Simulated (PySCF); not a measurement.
# C7H7FO: the cost of one run

Computed with PySCF 2.14.0 and routines of our own; the level stands in each step. Atoms count from 0.

## 1. The system as given

16 atoms, charge 1, multiplicity 2; geometry from: GFN2-xTB.

## 2. Open-shell or spin-flip excitations: unrestricted TDDFT BHandHLYP/def2-SVP

Job settings and geometry (Å):

```
{"job": {"kind": "uabs", "xc": "BHandHLYP", "basis": "def2-SVP", "nstates": 10, "tda": false}, "charge": 1, "multiplicity": 2}
C      3.321323     0.382324     0.388676
C      2.115598     0.322010     0.292871
C      0.733129     0.195160     0.160067
C     -0.090529     1.267800    -0.010425
C     -1.485361     1.109291    -0.438508
O     -1.970409    -0.175639    -0.577206
C     -1.369895    -1.170441     0.194742
C      0.166336    -1.206604     0.068283
F      0.528532    -1.746291    -1.134902
H      4.367959     0.453064     0.497955
H      0.281393     2.275720     0.103578
H     -1.647230     1.613958    -1.409875
H     -2.141355     1.686569     0.250519
H     -1.602659    -1.016570     1.260341
H     -1.798813    -2.118254    -0.141795
H      0.584382    -1.863155     0.843316
```

Method: unrestricted TDDFT BHandHLYP/def2-SVP, vertical, gas phase, core orbitals frozen in the response.

Started as:

```bash
OMP_NUM_THREADS=1 python excited_run.py task.json out
```

This one command runs all jobs of the session in turn.

**Question.** How long does this first job take on 1 thread of Intel Xeon at 2.70GHz, shared host, and how much memory does it need?

About 2.4 min, with a peak of 0.64 GiB.
